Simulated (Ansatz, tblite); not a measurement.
**The cluster AlSi₄+: one state, many levels**

An exercise on one series of results from a longer session: the logs are not shown, and one member is left open.

Computed with Ansatz 0.2.0, Gaussian basis. Level: as each input shows.

The runs, in order: GFN1-xTB, GFN2-xTB, PBE-D4/def2-TZVP, r2SCAN-D4/def2-TZVP, PBE-QIDH/def2-TZVP, ωB97X-V/def2-TZVP, B97M-V/def2-TZVP, PBE-D4/def2-SVP, PBE0-D4/def2-SVP, HF/STO-3G, CCSD(T)/def2-TZVPP, MP2/def2-TZVP.

2 further runs of the same task are left out: 2 set aside as unsound or not needed. Runs told in other sessions of the task aren't counted.

## The relaxed structure

The singlet was relaxed beforehand with PBE-D4/def2-SVP. At that level it is the lowest of the isomers that a small search found.

5 atoms, charge 1, spin multiplicity 1.

Bond lengths: Al1–Si4 2.774 Å, Si2–Si4 2.383 Å, Si2–Si5 2.355 Å, Si3–Si4 2.383 Å, Si3–Si5 2.355 Å, Si4–Si5 2.349 Å. Angles: Si4–Si2–Si5 59.5°, Si4–Si3–Si5 59.5°, Al1–Si4–Si2 120.1°, Al1–Si4–Si3 120.5°, Al1–Si4–Si5 179.7°, Si2–Si4–Si3 119.4°, Si2–Si4–Si5 59.7°, Si3–Si4–Si5 59.7°, Si2–Si5–Si3 121.7°, Si2–Si5–Si4 60.9°, Si3–Si5–Si4 60.9°.

The ion is computed in the gas phase, without counter-ions or solvent.

PBE0-D4/def2-TZVP was run before; its log isn't repeated, and its numbers join the tables.

The first run:

Tight binding, by tblite at 300 K electronic temperature and without a spin-polarisation term:

```python
tblite.interface.Calculator('GFN1-xTB', numbers, positions, charge=1, uhf=0).singlepoint()
```

Tight binding, by tblite at 300 K electronic temperature and without a spin-polarisation term:

```python
tblite.interface.Calculator('GFN2-xTB', numbers, positions, charge=1, uhf=0).singlepoint()
```

start.molden holds the orbitals of an earlier run on this state, given as this run's starting guess.

Input file in.yaml:

```yaml
crystal:
  periodic: [false, false, false]
  atoms:
    - {symbol: Al, position_ang: [2.380413, 0.769164, -1.947289]}
    - {symbol: Si, position_ang: [-1.223217, 1.766331, 0.508044]}
    - {symbol: Si, position_ang: [0.010844, -2.158028, 0.481728]}
    - {symbol: Si, position_ang: [0.301203, 0.094315, -0.239733]}
    - {symbol: Si, position_ang: [-1.469234, -0.471781, 1.197250]}
basis:
  gaussian: {orbitals: def2-TZVP, initial_orbitals: start.molden}
total_charge: 1
hamiltonian: {xc: pbe, dispersion: d4}
scf: {omitted_lower_state_checks: [starts]}
output: {forces: true, orbitals: {seedname: orbitals}}
```

Started as:

```bash
> ansatz run in.yaml --threads 4 --pin off --events-out ev --progress --plain --max-ram 4787MiB
```

Steps of the session up to this table: PBE-D4/def2-TZVP; r2SCAN-D4/def2-TZVP; PBE-QIDH/def2-TZVP; ωB97X-V/def2-TZVP; B97M-V/def2-TZVP; PBE-D4/def2-SVP; PBE0-D4/def2-SVP; HF/STO-3G; CCSD(T)/def2-TZVPP; MP2/def2-TZVP.

One of the session's tables, all rows but one given; the rest of the session is left out.

| level | HOMO (eV) | LUMO (eV) | gap (eV) |
| --- | --- | --- | --- |
| HF/STO-3G | -7.66 | 0.99 | 8.66 |
| PBE-D4/def2-SVP | ? | ? | ? |
| PBE-D4/def2-TZVP | -9.61 | -8.31 | 1.30 |
| r2SCAN-D4/def2-TZVP | -9.78 | -8.32 | 1.47 |
| B97M-V/def2-TZVP | -9.86 | -8.13 | 1.73 |
| PBE0-D4/def2-SVP | -10.61 | -7.69 | 2.91 |
| PBE0-D4/def2-TZVP | -10.49 | -7.61 | 2.89 |
| ωB97X-V/def2-TZVP | -12.42 | -5.68 | 6.73 |

Q: Estimate the row for PBE-D4/def2-SVP from the others.

The run gave: HOMO (eV): -9.71; LUMO (eV): -8.37; gap (eV): 1.34. In the column «HOMO (eV)» it lies between r2SCAN-D4/def2-TZVP (-9.78) and PBE-D4/def2-TZVP (-9.61).
